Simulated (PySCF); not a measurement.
# C₇H₁₃P: magnetic properties

Aim: compute the magnetic properties of C₇H₁₃P (`[H][P@TB4](C)(C=C)(C=C)C=C`).

Computed with PySCF 2.14.0 and routines of our own; the level stands in each step. Atoms count from 0.

### 1 The starting structure

21 atoms, charge 0, multiplicity 1; geometry from: GFN2-xTB.

### 2 Magnetic properties: GIAO CAM-B3LYP/pcSseg-1

What the job is given:

```
{"job": {"kind": "mag", "xc": "CAM-B3LYP", "basis": "pcSseg-1", "isotopologues": 2}, "charge": 0, "multiplicity": 1}
C     -1.700841    -1.497755     1.504041
C     -0.776378    -0.575605     1.302175
P      0.008884    -0.381524    -0.338053
C     -0.954887    -0.082302    -1.876408
C      0.294320     1.487174    -0.090694
C     -0.500385     2.342398     0.532332
C      1.767046    -0.761832    -0.537341
C      2.677986    -0.332824     0.321575
H     -2.198690    -1.634621     2.450517
H     -1.988257    -2.163691     0.702712
H     -0.462887     0.107720     2.080479
H     -0.232529    -1.850284    -0.578961
H     -0.908657     0.948735    -2.222440
H     -0.586579    -0.769024    -2.638498
H     -1.987966    -0.345696    -1.643227
H      1.124860     1.888693    -0.670176
H     -1.361124     2.015707     1.096790
H     -0.332654     3.409854     0.516124
H      1.982049    -1.515841    -1.286301
H      2.422758     0.389242     1.082036
H      3.705012    -0.661580     0.292846
```

Method: GIAO CAM-B3LYP/pcSseg-1 magnetisability, rotational g tensor and spin-rotation constants, non-relativistic, gas phase.

The run is started by

```
OMP_NUM_THREADS=1 python excited_run.py task.json out
```

This one command runs all jobs of the session in turn.

What it wrote:

```text
coarse grid: 17288 points
cycle   1  E = -615.4411064633  dE =  1.134e+00  |g| = 4.265e-01  |ddm| = 4.173e+00
cycle   2  E = -615.4663132803  dE = -2.521e-02  |g| = 3.142e-01  |ddm| = 6.759e-01
cycle   3  E = -615.4897193864  dE = -2.341e-02  |g| = 3.736e-02  |ddm| = 2.977e-01
cycle   4  E = -615.4899708594  dE = -2.515e-04  |g| = 2.668e-02  |ddm| = 6.996e-02
cycle   5  E = -615.4901431341  dE = -1.723e-04  |g| = 3.930e-03  |ddm| = 2.694e-02
cycle   6  E = -615.4901473559  dE = -4.222e-06  |g| = 9.584e-04  |ddm| = 6.296e-03
final grid: 160224 points
cycle   7  E = -615.5575718190  dE = -3.588e-05  |g| = 4.462e-03  |ddm| = 2.243e-02
cycle   8  E = -615.5575735458  dE = -1.727e-06  |g| = 3.696e-03  |ddm| = 7.002e-03
cycle   9  E = -615.5575768839  dE = -3.338e-06  |g| = 3.776e-04  |ddm| = 2.887e-03
cycle  10  E = -615.5575769085  dE = -2.456e-08  |g| = 2.155e-04  |ddm| = 5.492e-04
cycle  11  E = -615.5575769207  dE = -1.227e-08  |g| = 4.040e-05  |ddm| = 2.697e-04
cycle  12  E = -615.5575769211  dE = -4.006e-10  |g| = 1.155e-05  |ddm| = 6.086e-05
converged SCF energy = -615.5575769211

Magnetisability tensor (1e-30 J/T^2)
    -1158.51       66.19     -112.14
       66.19    -1348.33      135.94
     -112.14      135.94    -1222.73
isotropic -1243.19   principal values   -1478.79  -1181.32  -1069.46
isotropic susceptibility -74.867 1e-6 cm^3/mol

Inertial axes            a          b          c
rot. const./GHz      1.7190     1.4360     1.2562
chi total           -66.208    -85.051    -73.341
chi diamagnetic    -866.060   -999.613  -1115.439
chi paramagnetic    799.852    914.562   1042.098
quadrupole/D A        5.344     -6.202      0.858
g nuclear            0.6131     0.6069     0.5968
g electronic        -0.6459    -0.6170    -0.6150
g total             -0.0328    -0.0101    -0.0182

Spin-rotation constants (kHz, H = +C I.J)
atom  isotope        aa         bb         cc
  2    31P        1.619      2.243      1.468
  8     1H       -0.009     -0.151     -0.000
  9     1H       -0.153     -0.106      0.075
 10     1H       -0.175     -0.114      0.106
 11     1H       -0.091      0.021     -0.061
 12     1H       -0.194      0.014     -0.123
 13     1H       -0.168     -0.121     -0.023
 14     1H        0.062     -0.178     -0.129
 15     1H        0.150     -0.105     -0.142
 16     1H        0.120     -0.123     -0.136
 17     1H       -0.154      0.106     -0.127
 18     1H       -0.119     -0.059      0.003
 19     1H       -0.129     -0.072      0.013
 20     1H        0.096     -0.094     -0.131
  0    13C*       0.528      0.280      0.618
  1    13C*       0.597      0.314      0.644
  3    13C*       0.382      0.180      0.183
  4    13C*       0.885      0.615      0.279
  5    13C*       0.633      0.575      0.211
  6    13C*       0.670      0.415      0.483
  7    13C*       0.686      0.368      0.405
* in the singly substituted isotopologue

Isotopologues: g along a, b, c
2H    at 8,9,10,11,12,1    -0.0268    -0.0088    -0.0151
13C   at 0                 -0.0326    -0.0098    -0.0180
```

Run time: 4.2 min. Hardware: 1 thread of Intel Xeon at 2.50GHz, shared host; peak memory 1.1 GiB.

From this job:

```csv
quantity,value
magnetisability,-1243·10⁻³⁰ J/T²
molar susceptibility,-74.9·10⁻⁶ cm³/mol
"rotational g (a, b, c)","-0.0328, -0.0101, -0.0182"
```

The fields below are evaluated on a grid from the run's orbitals.

Frontier orbitals at CAM-B3LYP/pcSseg-1, with the share of their density that lies nearest to each atom:

```
orbital  energy (eV)                                                lies on
   HOMO        -7.29               H11 33 %; C4 19 %; C1, C3 about 8 % each
   LUMO         0.53  C0, C1 about 18 % each; C6, C7 about 9 % each; P2 8 %
```

ELF in a plane through or near 5 of the atoms.

Values, 10 rows by 14 columns:
```
0.00 0.00 0.00 0.00 0.00 0.00 0.00 0.00 0.00 0.00 0.00 0.00 0.00 0.00
0.00 0.00 0.00 0.00 0.00 0.00 0.14 0.11 0.00 0.00 0.00 0.00 0.00 0.00
0.00 0.00 0.00 0.00 0.00 0.01 0.94 0.88 0.08 0.01 0.00 0.00 0.00 0.00
0.00 0.00 0.00 0.00 0.70 0.86 0.48 0.71 0.62 0.22 0.00 0.00 0.00 0.00
0.00 0.00 0.00 0.01 0.10 0.82 0.64 0.56 0.02 0.02 0.01 0.00 0.00 0.00
0.00 0.00 0.03 0.49 0.81 0.68 0.44 0.65 0.36 0.08 0.14 0.02 0.00 0.00
0.00 0.00 0.01 0.03 0.57 0.68 0.33 0.99 0.61 0.53 0.97 0.10 0.00 0.00
0.00 0.00 0.00 0.00 0.48 0.67 0.02 0.96 0.57 0.02 0.17 0.00 0.00 0.00
0.00 0.00 0.00 0.00 0.00 0.00 0.00 0.00 0.00 0.00 0.00 0.00 0.00 0.00
0.00 0.00 0.00 0.00 0.00 0.00 0.00 0.00 0.00 0.00 0.00 0.00 0.00 0.00
```
The map spans 11.9 Å across and 12.1 Å up, centred on the molecule. Atoms in the plane (x, y in Å): P2 (0.0, -0.4), C4 (-0.6, 1.4), C6 (-1.7, -1.1), H11 (0.5, -1.8), H15 (-1.6, 1.6).

On the surface of density 0.002 e/bohr³ the electrostatic potential runs, from the 1st to the 99th percentile, from -0.83 to 0.76 V.

### 3 Magnetic properties: GIAO X3LYP/6-31G

Settings changed since step 2:

```diff
@@ -1,2 +1,2 @@
-{"job": {"kind": "mag", "xc": "CAM-B3LYP", "basis": "pcSseg-1", "isotopologues": 2}, "charge": 0, "multiplicity": 1}
+{"job": {"kind": "mag", "xc": "X3LYP", "basis": "6-31G"}, "charge": 0, "multiplicity": 1}
 C     -1.700841    -1.497755     1.504041
```

Level: GIAO X3LYP/6-31G magnetisability, rotational g tensor and spin-rotation constants, non-relativistic, gas phase.

What it wrote:

```text
coarse grid: 17288 points
cycle   1  E = -615.4217570758  dE =  1.035e+00  |g| = 5.380e-01  |ddm| = 4.476e+00
cycle   2  E = -615.4179989416  dE =  3.758e-03  |g| = 5.483e-01  |ddm| = 1.302e+00
cycle   3  E = -615.5033036871  dE = -8.530e-02  |g| = 5.094e-02  |ddm| = 7.461e-01
cycle   4  E = -615.5038555781  dE = -5.519e-04  |g| = 3.272e-02  |ddm| = 1.403e-01
cycle   5  E = -615.5041378057  dE = -2.822e-04  |g| = 6.494e-03  |ddm| = 3.778e-02
cycle   6  E = -615.5041503639  dE = -1.256e-05  |g| = 1.944e-03  |ddm| = 1.485e-02
cycle   7  E = -615.5041513826  dE = -1.019e-06  |g| = 4.175e-04  |ddm| = 3.066e-03
final grid: 160224 points
cycle   8  E = -615.4313718265  dE = -2.398e-05  |g| = 6.434e-03  |ddm| = 3.348e-02
cycle   9  E = -615.4313706263  dE =  1.200e-06  |g| = 6.772e-03  |ddm| = 1.756e-02
cycle  10  E = -615.4313835992  dE = -1.297e-05  |g| = 9.031e-04  |ddm| = 1.003e-02
cycle  11  E = -615.4313838188  dE = -2.196e-07  |g| = 1.691e-04  |ddm| = 1.126e-03
cycle  12  E = -615.4313838267  dE = -7.880e-09  |g| = 5.078e-05  |ddm| = 3.293e-04
cycle  13  E = -615.4313838274  dE = -6.910e-10  |g| = 2.005e-05  |ddm| = 9.935e-05
converged SCF energy = -615.4313838274

Magnetisability tensor (1e-30 J/T^2)
    -1206.95       64.57     -118.33
       64.57    -1399.15      134.17
     -118.33      134.17    -1282.86
isotropic -1296.32   principal values   -1532.35  -1239.65  -1116.96
isotropic susceptibility -78.066 1e-6 cm^3/mol

Inertial axes            a          b          c
rot. const./GHz      1.7190     1.4360     1.2562
chi total           -68.996    -88.077    -77.125
chi diamagnetic    -864.436   -997.615  -1113.897
chi paramagnetic    795.440    909.537   1036.771
quadrupole/D A        5.509     -6.672      1.162
g nuclear            0.6131     0.6069     0.5968
g electronic        -0.6424    -0.6136    -0.6119
g total             -0.0293    -0.0067    -0.0151

Spin-rotation constants (kHz, H = +C I.J)
atom  isotope        aa         bb         cc
  2    31P        1.342      1.892      1.264
  8     1H       -0.020     -0.160     -0.008
  9     1H       -0.163     -0.109      0.069
 10     1H       -0.175     -0.120      0.091
 11     1H       -0.079      0.004     -0.059
 12     1H       -0.199      0.007     -0.135
 13     1H       -0.171     -0.126     -0.038
 14     1H        0.054     -0.185     -0.141
 15     1H        0.140     -0.113     -0.144
 16     1H        0.111     -0.131     -0.142
 17     1H       -0.157      0.095     -0.134
 18     1H       -0.131     -0.071     -0.004
 19     1H       -0.140     -0.079      0.004
 20     1H        0.079     -0.104     -0.134
  0    13C*       0.461      0.244      0.540
  1    13C*       0.530      0.274      0.570
  3    13C*       0.344      0.151      0.156
  4    13C*       0.786      0.538      0.246
  5    13C*       0.560      0.505      0.183
  6    13C*       0.587      0.359      0.421
  7    13C*       0.591      0.320      0.361
* in the singly substituted isotopologue
```

It took 62 s on 1 thread of Intel Xeon at 2.50GHz, shared host; peak memory 0.71 GiB.

In short:

```
              quantity                      value
       magnetisability           -1296·10⁻³⁰ J/T²
  molar susceptibility         -78.1·10⁻⁶ cm³/mol
rotational g (a, b, c)  -0.0293, -0.0067, -0.0151
```

### 4 The levels compared

```csv
level,ξ (10⁻³⁰ J/T²),g(a),g(b),gap (eV),functions,time
GIAO CAM-B3LYP/pcSseg-1,-1243,-0.0328,-0.0101,7.82,208,4.2 min
GIAO X3LYP/6-31G,-1296,-0.0293,-0.0067,5.03,102,62 s
```

### 5 Results

| quantity | value |
| --- | --- |
| magnetisability (step 2, GIAO CAM-B3LYP/pcSseg-1) | -1243·10⁻³⁰ J/T² |
| molar susceptibility (step 2, GIAO CAM-B3LYP/pcSseg-1) | -74.9·10⁻⁶ cm³/mol |
| rotational g (a, b, c) (step 2, GIAO CAM-B3LYP/pcSseg-1) | -0.0328, -0.0101, -0.0182 |
| surface potential, 1st and 99th percentile | -0.83 V and 0.76 V |
| magnetisability over the levels | -1296 to -1243·10⁻³⁰ J/T² |

**Reading.** The magnetisability spreads by 4.2 % over 2 levels, from GIAO X3LYP/6-31G (62 s) to GIAO CAM-B3LYP/pcSseg-1 (4.2 min); the runs took 62 s to 4.2 min. Two levels can agree by chance, so this spread shows no convergence. Vibrational averaging and real surroundings are missing from these values.
